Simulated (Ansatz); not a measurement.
# Na (Na, beta-Sn type): the cost of one run

Computed with Ansatz 0.2.0 (DFT BLYP, plane waves (420 eV) with PAW, scalar-relativistic; the PAW data stem from PBE, with regenerated cores, unless a step says otherwise).

**1. The structure to begin with**

The structure is tetragonal, space group I4_1/amd (No. 141). Conventional cell: a = 6.620 Å, b = 6.620 Å, c = 3.614 Å, α = 90.00°, β = 90.00°, γ = 90.00°. Na (site symmetry -4m2) is surrounded by 6 Na at 3.43 to 3.61 Å.

Structure file:

```
Na
1.0
    -3.30983    3.30983    1.80717
     3.30983   -3.30983    1.80717
     3.30983    3.30983   -1.80717
Na
2
Direct
  0.00000 0.00000 0.00000
  0.75000 0.25000 0.50000
```

**2. Relaxing cell and atoms**

Input file input.yaml:

```yaml
crystal:
  lattice:
    - [-3.3098293414, 3.3098293414, 1.8071668204]
    - [3.3098293414, -3.3098293414, 1.8071668204]
    - [3.3098293414, 3.3098293414, -1.8071668204]
  atoms:
    - { symbol: Na, position: [0.0, 0.0, 0.0] }
    - { symbol: Na, position: [0.75, 0.25, 0.5] }
hamiltonian:
  xc: blyp
  pseudopotentials:
    kind: paw
    azcp:
      Na: "pseudopotentials/Na.paw.azcp"
basis:
  ecutwfc: 420
  fft_grid_basis: typed
kpoints:
  mp_grid: { grid: [10, 10, 7], shift: [0, 0, 0] }
magnetization:
  spin_polarized: false
scf:
  occupations: { method: fermi_dirac, width: 0.1 }
relax:
  max_steps: 60
  f_tol: 0.01
  cell: {}
```

**Question.** How long does this run take on 2 threads of Intel Xeon 6975P-C (Granite Rapids), shared host, and how much memory does it need?

About 48 s, with a peak of 0.56 GiB.
